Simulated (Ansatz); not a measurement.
# BP (F-43m): cell relaxations under several functionals

All numbers are computed with Ansatz 0.2.0 through its Python package. The levels of theory stand in the script.

**1. Starting point**

Symmetry: F-43m, No. 216, cubic system. The conventional cell has a = 4.538 Å, b = 4.538 Å, c = 4.538 Å, α = 90.00°, β = 90.00°, γ = 90.00°. Around B (site symmetry -43m) lie 4 P at 1.97 Å. P (site symmetry -43m) is surrounded by 4 B at 1.97 Å.

The script reads bp.cif:

```cif
data_BP
_cell_length_a 3.208851
_cell_length_b 3.208851
_cell_length_c 3.208851
_cell_angle_alpha 60.00000
_cell_angle_beta 60.00000
_cell_angle_gamma 60.00000
_symmetry_space_group_name_H-M 'P 1'
_symmetry_Int_Tables_number 1
loop_
_symmetry_equiv_pos_as_xyz
'x, y, z'
loop_
_atom_site_label
_atom_site_type_symbol
_atom_site_fract_x
_atom_site_fract_y
_atom_site_fract_z
B1 B    0.000000    0.000000    0.000000
P2 P    0.250000    0.250000    0.250000
```

**2. The code**

Input file lattice_bp.py:

```python
"""Relaxed cell of BP under several functionals."""

from dataclasses import dataclass
import warnings

import ansatz as az
from ase.io import read
import numpy as np


@dataclass(frozen=True)
class Settings:
    occupations: str = "fixed"
    scf_tol: float = 1e-07


settings = Settings()

def edges_and_angles(cell):
    cell = np.asarray(cell)
    a, b, c = np.linalg.norm(cell, axis=1)
    cosines = cell[1] @ cell[2] / (b * c), cell[0] @ cell[2] / (a * c), cell[0] @ cell[1] / (a * b)
    return (a, b, c, *np.degrees(np.arccos(cosines)))

warnings.simplefilter("ignore", az.DeckWarning)

atoms = read("bp.cif")
xtal = az.Crystal.from_ase(atoms)

model = xtal.calculation()
model = model.basis(38 * az.Ry)
model = model.kpoints(8)
model = model.occupations(settings.occupations)
model = model.scf(tolerance=settings.scf_tol)
model = model.relax(cell=True, max_steps=100)

levels = [("r2scan", "none"), ("pbe", "d3bj"), ("r2scan", "d4"), ("pbe", "d4")]
print("level            a       b       c    alpha   beta  gamma  V/atom  steps")
for name, dispersion in levels:
    seen = []
    run = model.functional(name, dispersion=dispersion).session().plan()
    outcome = run.execute(on_event=lambda e: seen.append(e) if e["event"] == "relax_step" else None)
    cell = outcome.lattice.cell_ang
    label = name if dispersion == "none" else f"{name}+{dispersion}"
    print("{:13s} {:7.4f} {:7.4f} {:7.4f} {:6.2f} {:6.2f} {:6.2f}".format(label, *edges_and_angles(cell)), f"{abs(np.linalg.det(cell)) / len(outcome.lattice.sites):7.3f} {len(seen):5d}")
```

**3. Launch**

Launch:

```console
$ python lattice_bp.py
```

What time and memory should one allow on 1 thread of Arm Neoverse V2, shared host?

About 17 s, with a peak of 0.47 GiB.
